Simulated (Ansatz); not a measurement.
**CH2Cl3Si radical: small, medium and large basis sets**

An exercise on one series of results from a longer session: the logs are not shown, and one member is left open.

Computed with Ansatz 0.2.0, Gaussian basis. Level: one geometry, several basis sets.

Levels to be run: PBE0-D4/def2-SVP; ωB97M-V/def2-SVP; PBE0-D4/def2-QZVPP; ωB97M-V/def2-QZVPP; the functionals' def2-TZVPP values are taken from earlier runs.

### The relaxed structure

An earlier PBE0-D4 in a triple-zeta def2 set relaxation fixed the geometry.

7 atoms, charge 0, spin multiplicity 2.

Atoms are counted from 1 here; the program's logs count them from 0.

Bond lengths: C1–Si2 1.817 Å, C1–H6 1.084 Å, C1–H7 1.084 Å, Si2–Cl3 2.035 Å, Si2–Cl4 2.040 Å, Si2–Cl5 2.036 Å. Angles: Si2–C1–H6 121.7°, Si2–C1–H7 121.7°, H6–C1–H7 116.5°, C1–Si2–Cl3 110.2°, C1–Si2–Cl4 111.2°, C1–Si2–Cl5 110.2°, Cl3–Si2–Cl4 108.0°, Cl3–Si2–Cl5 109.3°, Cl4–Si2–Cl5 108.0°.

Coordinates:

```xyz
7
CH2Cl3Si
C    -0.2269    0.7232    0.8890
Si    0.1460   -0.4022   -0.4872
Cl    1.3254   -1.9314    0.1562
Cl   -1.5599   -1.2063   -1.2640
Cl    1.1013    0.6028   -1.9775
H    -0.2905    0.3710    1.9126
H    -0.4340    1.7750    0.7251
```

The first run:

File in.yaml:

```yaml
crystal:
  periodic: [false, false, false]
  atoms:
    - {symbol: C, position_ang: [-0.226931, 0.723222, 0.889020]}
    - {symbol: Si, position_ang: [0.146022, -0.402240, -0.487190]}
    - {symbol: Cl, position_ang: [1.325368, -1.931393, 0.156244]}
    - {symbol: Cl, position_ang: [-1.559901, -1.206344, -1.263979]}
    - {symbol: Cl, position_ang: [1.101288, 0.602769, -1.977476]}
    - {symbol: H, position_ang: [-0.290530, 0.370998, 1.912633]}
    - {symbol: H, position_ang: [-0.434017, 1.774988, 0.725148]}
basis:
  gaussian: {orbitals: def2-SVP}
magnetization: {spin_polarized: true, initial_magnetization: 1}
hamiltonian: {xc: pbe0, dispersion: d4}
output: {orbitals: {seedname: orbitals}}
```

Steps of the session up to this table: PBE0-D4 in def2-SVP; ωB97M-V in def2-SVP; PBE0-D4 in def2-QZVPP; ωB97M-V in def2-QZVPP.

One of the session's tables, all rows but one given; the rest of the session is left out.

It belongs to the step «Density functionals: the series». 

```
functional       basis  HOMO (eV)  LUMO (eV)
   PBE0-D4    def2-SVP      -7.82      -3.04
   PBE0-D4  def2-TZVPP      -7.86      -3.16
   PBE0-D4  def2-QZVPP          ?          ?
   ωB97M-V    def2-SVP      -9.83      -1.04
   ωB97M-V  def2-TZVPP      -9.88      -1.29
   ωB97M-V  def2-QZVPP      -9.91      -1.35
```

Estimate the missing values for PBE0-D4, def2-QZVPP.

As computed: HOMO (eV): -7.89; LUMO (eV): -3.20. In the column «HOMO (eV)» it lies between ωB97M-V, def2-SVP (-9.83) and PBE0-D4, def2-TZVPP (-7.86).
